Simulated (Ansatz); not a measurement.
# Cs2KYF6: the cost of one run

All numbers below are computed with Ansatz 0.2.0 (DFT PBE, plane waves, PAW, scalar-relativistic, no spin polarisation).

### 1 The structure to begin with

The cell holds 10 atoms (Cs2F6KY): a = 6.673 Å, b = 5.626 Å, c = 6.368 Å, α = 92.85°, β = 79.02°, γ = 85.53°.

Structure file:

```cif
data_structure
_symmetry_space_group_name_H-M 'P 1'
_symmetry_Int_Tables_number 1
_cell_length_a 6.6731
_cell_length_b 5.6255
_cell_length_c 6.3682
_cell_angle_alpha 92.854
_cell_angle_beta 79.017
_cell_angle_gamma 85.526
_cell_volume 233.46
loop_
_atom_site_label
_atom_site_type_symbol
_atom_site_fract_x
_atom_site_fract_y
_atom_site_fract_z
_atom_site_occupancy
F1 F 0.22703 0.11761 0.24321 1
F2 F 0.36811 0.33038 0.33437 1
F3 F 0.92896 0.17830 0.10519 1
F4 F 0.30189 0.85355 0.09202 1
F5 F 0.14217 0.92120 0.59844 1
F6 F 0.45857 0.91302 0.85815 1
K1 K 0.89533 0.27376 0.52239 1
Y1 Y 0.83512 0.80792 0.85348 1
Cs1 Cs 0.28871 0.39801 0.87313 1
Cs2 Cs 0.55749 0.79453 0.40498 1
```

### 2 The run

The input, input.yaml:

```yaml
crystal:
  lattice:
    - [6.568006, 1.050262, -0.537409]
    - [-0.472325, 5.598679, -0.279834]
    - [1.71323, 0.132465, 6.131948]
  atoms:
    - { symbol: F, position: [0.227029, 0.11761, 0.243209] }
    - { symbol: F, position: [0.368106, 0.330376, 0.334365] }
    - { symbol: F, position: [0.928957, 0.1783, 0.105186] }
    - { symbol: F, position: [0.301888, 0.853553, 0.092025] }
    - { symbol: F, position: [0.142167, 0.921198, 0.598435] }
    - { symbol: F, position: [0.458567, 0.913018, 0.858146] }
    - { symbol: K, position: [0.895328, 0.27376, 0.52239] }
    - { symbol: "Y", position: [0.835117, 0.807923, 0.853481] }
    - { symbol: Cs, position: [0.288708, 0.398006, 0.873135] }
    - { symbol: Cs, position: [0.557487, 0.794525, 0.404977] }
kpoints:
  mp_grid: { grid: [2, 3, 3] }
magnetization:
  spin_polarized: false
scf:
  occupations: { method: fermi_dirac, width: 0.1 }
hamiltonian:
  pseudopotentials: { kind: paw }
  xc: pbe
basis:
  ecutwfc: 420
md:
  timestep: 1.0
  n_steps: 40
  ensemble: nvt_nose_hoover
  temperature: 2000.0
  initial_velocities: maxwell_boltzmann
  seed: 716103
```

On the command line:

```console
$ ansatz run input.yaml --threads 2 --pin off --max-ram 2560MiB --backend cpu --events-out ev --progress --plain --runs-dir out
```

What time and memory should one allow on 2 threads of Arm Neoverse V2, shared host?

About 3.1 min, with a peak of 0.62 GiB.
